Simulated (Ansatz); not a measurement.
# CH₇Al₂B: up Jacob's ladder to CCSD(T)

One table from this session's results is given with a row withheld; the runs are named, their logs left out.

Computed with Ansatz 0.2.0, Gaussian basis. Level: functionals in def2-TZVPP, the program's frozen cores in correlated methods.

The runs, in order: LDA (SPW92), PBE-D4, revPBE-D4, BLYP-D4, r2SCAN-D4, B97M-V, PBE0-D4, B3LYP-D4, r2SCANh-D4, r2SCAN0-D4, HSE06-D4, BHLYP-D4, CAM-B3LYP-D4, LC-ωPBE, ωB97X-V, ωB97M-V, B2PLYP, PBE-QIDH; CCSD(T)/def2-SVP; CCSD(T)/def2-TZVPP; MP2/def2-QZVPP; extrapolation to the limit; RPA on PBE.

## The relaxed structure

An earlier PBE0-D4 in a triple-zeta def2 set relaxation fixed the geometry.

SMILES `C[BH][AlH][AlH2]`, 11 atoms, charge 0, spin multiplicity 1.

Atoms are counted from 1 here; the program's logs count them from 0.

Bond lengths: C1–B2 1.560 Å, C1–H5 1.104 Å, C1–H6 1.091 Å, C1–H7 1.095 Å, B2–Al3 2.123 Å, B2–H8 1.208 Å, Al3–Al4 2.592 Å, Al3–H9 1.603 Å, Al4–H10 1.597 Å, Al4–H11 1.598 Å. Angles: B2–C1–H5 104.4°, B2–C1–H6 117.4°, B2–C1–H7 112.9°, H5–C1–H6 107.0°, H5–C1–H7 104.6°, H6–C1–H7 109.5°, C1–B2–Al3 127.3°, C1–B2–H8 115.3°, Al3–B2–H8 117.2°, B2–Al3–Al4 123.5°, B2–Al3–H9 118.8°, Al4–Al3–H9 117.7°, Al3–Al4–H10 122.5°, Al3–Al4–H11 122.0°, H10–Al4–H11 115.6°.

The first run:

in.yaml

```yaml
crystal:
  periodic: [false, false, false]
  atoms:
    - {symbol: C, position_ang: [-2.177163, 0.297361, -0.214198]}
    - {symbol: B, position_ang: [-0.980396, 0.315721, 0.786046]}
    - {symbol: Al, position_ang: [0.801068, -0.833749, 0.682544]}
    - {symbol: Al, position_ang: [2.888000, -0.121864, -0.680604]}
    - {symbol: H, position_ang: [-2.036341, 1.204802, -0.826459]}
    - {symbol: H, position_ang: [-2.241257, -0.545240, -0.904094]}
    - {symbol: H, position_ang: [-3.144710, 0.442882, 0.276788]}
    - {symbol: H, position_ang: [-1.055605, 1.140231, 1.665229]}
    - {symbol: H, position_ang: [0.883800, -2.205405, 1.508493]}
    - {symbol: H, position_ang: [4.041739, 0.795623, -0.065288]}
    - {symbol: H, position_ang: [3.086365, -0.547562, -2.207857]}
basis:
  gaussian: {orbitals: def2-TZVPP}
hamiltonian: {xc: lda}
output: {orbitals: {seedname: orbitals}}
```

On the command line:

```sh
> ansatz run in.yaml --threads 2 --pin off --events-out ev --progress --plain --max-ram 4352MiB
```

Among the steps run: LDA; PBE-D4 (GGA); revPBE-D4 (GGA); BLYP-D4 (GGA); r2SCAN-D4 (meta-GGA); B97M-V (meta-GGA); B3LYP-D4 (hybrid); r2SCANh-D4 (hybrid); r2SCAN0-D4 (hybrid); HSE06-D4 (hybrid); BHLYP-D4 (hybrid); CAM-B3LYP-D4 (range-separated); LC-ωPBE (range-separated); ωB97X-V (range-separated); ωB97M-V (range-separated); B2PLYP (double hybrid); PBE-QIDH (double hybrid).

One table of the session follows, with a row left open; its other results are not shown here.

It belongs to the step «Orbital energies across the functionals». 

```
  functional  HOMO (eV)  LUMO (eV)  gap (eV)
 LDA (SPW92)      -5.50      -3.14      2.36
      PBE-D4      -5.42      -2.93      2.49
   revPBE-D4      -5.39      -2.84      2.55
     BLYP-D4      -5.28      -2.76      2.52
   r2SCAN-D4      -5.61      -2.70      2.91
      B97M-V      -5.64      -2.87      2.77
     PBE0-D4          ?          ?         ?
    B3LYP-D4      -6.22      -2.30      3.93
  r2SCANh-D4      -5.97      -2.43      3.54
  r2SCAN0-D4      -6.52      -2.02      4.49
    HSE06-D4      -6.01      -2.51      3.50
    BHLYP-D4      -7.28      -1.29      5.99
CAM-B3LYP-D4      -7.60      -1.13      6.46
     LC-ωPBE      -8.85      -0.11      8.73
     ωB97X-V      -8.55      -0.21      8.34
     ωB97M-V      -8.29      -0.46      7.83
```

Q: Estimate the row for PBE0-D4 from the others.

The run gave: HOMO (eV): -6.40; LUMO (eV): -2.14; gap (eV): 4.26. In the column «HOMO (eV)» it lies between r2SCAN0-D4 (-6.52) and B3LYP-D4 (-6.22).
